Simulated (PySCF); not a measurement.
# How the numerical set-up moves the result for AsS

Aim: see how much the energy and properties of AsS depend on the numerical set-up.

Computed with PySCF 2.14.0. Level: each script names its method and basis.

## Step 1: The system as given

AsS: 2 atoms, charge 0, spin multiplicity 2.

Bond lengths: As1–S2 2.160 Å.

## Step 2: The base run

Contents of input.py:

```python
from pyscf import gto, scf, mp

mol = gto.M(
    atom='As 0 0 0; S 0 0 2.16',
    basis='6-31g*',
    charge=0,
    spin=1,
    verbose=4,
)
mf = scf.ROHF(mol)
mf.kernel()
mp.MP2(mf, frozen=14).kernel()
mf.dip_moment()
print('orbital energies (hartree):', mf.mo_energy[..., max(0, mol.nelec[1]-3):mol.nelec[0]+3].round(4))
```

Run with:

```console
> python input.py
```

The log of this run is left out.

It gives: E(SCF) = -2631.395936 Eh, 12 cycles, E(MP2) − E(SCF) = -0.36893 Eh, μ = 2.75 D (of the SCF density).

The bond length is a typed value, not an optimised one. On these ROHF orbitals the MP2 class gives a UMP2 expression without the singles term, not ROMP2.

## Step 3: Cc-pvdz

Variant 1 changes basis set: 6-31g* → cc-pvdz.

Contents of input.py:

```python
from pyscf import gto, scf, mp

mol = gto.M(
    atom='As 0 0 0; S 0 0 2.16',
    basis='cc-pvdz',
    charge=0,
    spin=1,
    verbose=4,
)
mf = scf.ROHF(mol)
mf.kernel()
mp.MP2(mf, frozen=14).kernel()
mf.dip_moment()
print('orbital energies (hartree):', mf.mo_energy[..., max(0, mol.nelec[1]-3):mol.nelec[0]+3].round(4))
```

Run with:

```console
> python input.py
```

## Step 4: Spin-free X2C on

Variant 2 changes spin-free X2C: off → on.

input.py, as its differences from that of step 2:

```diff
@@ -10,2 +10,3 @@
 mf = scf.ROHF(mol)
+mf = mf.sfx2c1e()
 mf.kernel()
```

## Step 5: Cc-pvdz-dk (X2C on)

Variant 3 changes basis set: 6-31g* → cc-pvdz-dk; spin-free X2C: off → on.

input.py, as its differences from that of step 2:

```diff
@@ -4,3 +4,3 @@
     atom='As 0 0 0; S 0 0 2.16',
-    basis='6-31g*',
+    basis='cc-pvdz-dk',
     charge=0,
@@ -10,2 +10,3 @@
 mf = scf.ROHF(mol)
+mf = mf.sfx2c1e()
 mf.kernel()
```

**Question.** What will these runs give? Wanted: for each run, E(SCF); from base; SCF dipole; after the SCF.

As calculated:

```csv
run,E(SCF) (hartree),from base (eV),cycles,SCF dipole (D),functions,after the SCF
base,-2631.395936,0,12,2.75,50,"MP2 correlation -10.039 eV, core frozen"
cc-pvdz,-2631.683358,-7.8211,12,2.61,45,"MP2 correlation -6.578 eV, core frozen"
spin-free X2C on,-2651.791722,-554.9976,12,2.75,50,"MP2 correlation -10.045 eV, core frozen"
cc-pvdz-dk (X2C on),-2657.525008,not comparable,12,2.68,45,"MP2 correlation -6.639 eV, core frozen"
```

Of the runs whose energies can be compared, “spin-free X2C on” moves the SCF energy most (-554.998 eV). cc-pvdz (45 functions) gives an energy 7.82 eV lower than 6-31g* (50); size alone doesn't order basis sets of different families. Scalar relativity lowers the total energy by 555.00 eV, nearly all of it in the inner shells; a basis contracted without relativity catches only part of it.
